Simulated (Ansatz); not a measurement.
LaRh3C under changes of volume

One of the cells (15.537 Å³/atom); the others are scaled copies at fixed shape and fractional positions:

```
CELL_PARAMETERS angstrom
4.26694 0.00000 0.00000
0.00000 4.26694 0.00000
0.00000 0.00000 4.26694
ATOMIC_POSITIONS crystal
La 0.50000 0.50000 0.50000
Rh 0.00000 0.00000 0.50000
Rh 0.00000 0.50000 0.00000
Rh 0.50000 0.00000 0.00000
C 0.00000 0.00000 0.00000
```

The cell is a database's computed one.

```yaml
Program: Ansatz 0.2.0
Functional: PBEsol
Potentials_or_basis: Ansatz PAW
Cutoff: "420 eV (not typed: the program's choice for these potentials)"
k_mesh: 6 × 6 × 6
Occupations: fermi-dirac, width 0.05 eV
Spin: no spin polarisation
```

```csv
volume (Å³/atom),energy over the lowest point (meV/atom),pressure (GPa)
14.605,0.50,2.5
14.916,0.00,-1.8
15.227,?,?
15.537,21.69,-9.0
15.848,42.19,-12.0
16.159,68.21,-14.7
16.470,99.07,-17.1
```

Question: What does the run at 15.227 Å³/atom give?

Answer: Energy over the lowest point 7.37 meV/atom; pressure -5.7 GPa.

Worked out: A Birch-Murnaghan fit of order 3 (a polynomial in V^(-2/3)) to the other rows has its minimum at 14.78 Å³/atom with B0 = V·E''(V) = 203 GPa and B' = 4.7. It gives 7.38 meV/atom at 15.227 Å³/atom, against the run's 7.37, and -dE/dV = -5.7 GPa, against -5.7.

Energies are extrapolated to zero smearing.

Caveats: the PAW data sets come from PBE, with cores solved anew for the run's functional, which leaves a small shift of forces and pressure.
